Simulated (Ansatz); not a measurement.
# C3H5OSi radical: small, medium and large basis sets

One table from this session's results is given with a row withheld; the runs are named, their logs left out.

Method: one geometry, several basis sets; program: Ansatz 0.2.0, Gaussian basis.

Plan: PBE0-D4/def2-SVP; ωB97M-V/def2-SVP; PBE0-D4/def2-QZVPP; ωB97M-V/def2-QZVPP; the functionals' def2-TZVPP values are taken from earlier runs.

### The geometry

All runs share one geometry, relaxed beforehand with PBE0-D4 in a triple-zeta def2 set.

SMILES `C#C[SiH]OC`, 10 atoms, charge 0, spin multiplicity 2.

Atoms are counted from 1 here; the program's logs count them from 0.

Bond lengths: C1–C2 1.210 Å, C1–H6 1.066 Å, C2–Si3 1.818 Å, Si3–O4 1.639 Å, Si3–H7 1.483 Å, O4–C5 1.411 Å, C5–H8 1.095 Å, C5–H9 1.095 Å, C5–H10 1.091 Å. Angles: C2–C1–H6 179.2°, C1–C2–Si3 173.4°, C2–Si3–O4 111.6°, C2–Si3–H7 111.2°, O4–Si3–H7 106.6°, Si3–O4–C5 125.1°, O4–C5–H8 111.4°, O4–C5–H9 111.0°, O4–C5–H10 107.9°, H8–C5–H9 108.8°, H8–C5–H10 108.9°, H9–C5–H10 108.7°.

Set-up of the first run:

in.yaml

```yaml
crystal:
  periodic: [false, false, false]
  atoms:
    - {symbol: C, position_ang: [-0.838816, -2.331697, 0.733002]}
    - {symbol: C, position_ang: [0.023801, -1.487197, 0.650463]}
    - {symbol: Si, position_ang: [1.377447, -0.312281, 0.347750]}
    - {symbol: O, position_ang: [0.809265, 1.187104, 0.009436]}
    - {symbol: C, position_ang: [-0.269496, 1.469624, -0.854536]}
    - {symbol: H, position_ang: [-1.599734, -3.073292, 0.821105]}
    - {symbol: H, position_ang: [2.247441, -0.177346, 1.541732]}
    - {symbol: H, position_ang: [-1.138105, 0.843813, -0.626714]}
    - {symbol: H, position_ang: [0.013750, 1.313077, -1.900188]}
    - {symbol: H, position_ang: [-0.542353, 2.516996, -0.719149]}
basis:
  gaussian: {orbitals: def2-SVP}
magnetization: {spin_polarized: true, initial_magnetization: 1}
hamiltonian: {xc: pbe0, dispersion: d4}
output: {orbitals: {seedname: orbitals}}
```

Started as:

```
$ ansatz run in.yaml --threads 4 --pin off --events-out ev --progress --plain --max-ram 10444MiB
```

Among the steps run: PBE0-D4 in def2-SVP; ωB97M-V in def2-SVP; PBE0-D4 in def2-QZVPP; ωB97M-V in def2-QZVPP.

One of the session's tables, all rows but one given; the rest of the session is left out.

It belongs to the step «Density functionals: the series». 

```
functional       basis  HOMO (eV)  LUMO (eV)
   PBE0-D4    def2-SVP      -5.66      -2.17
   PBE0-D4  def2-TZVPP      -5.77      -2.22
   PBE0-D4  def2-QZVPP          ?          ?
   ωB97M-V    def2-SVP      -7.39      -0.46
   ωB97M-V  def2-TZVPP      -7.51      -0.59
   ωB97M-V  def2-QZVPP      -7.54      -0.66
```

Q: Estimate the row for PBE0-D4, def2-QZVPP from the others.

**Answer.** HOMO (eV): -5.79; LUMO (eV): -2.26. In the column «HOMO (eV)» it lies between ωB97M-V, def2-SVP (-7.39) and PBE0-D4, def2-TZVPP (-5.77).
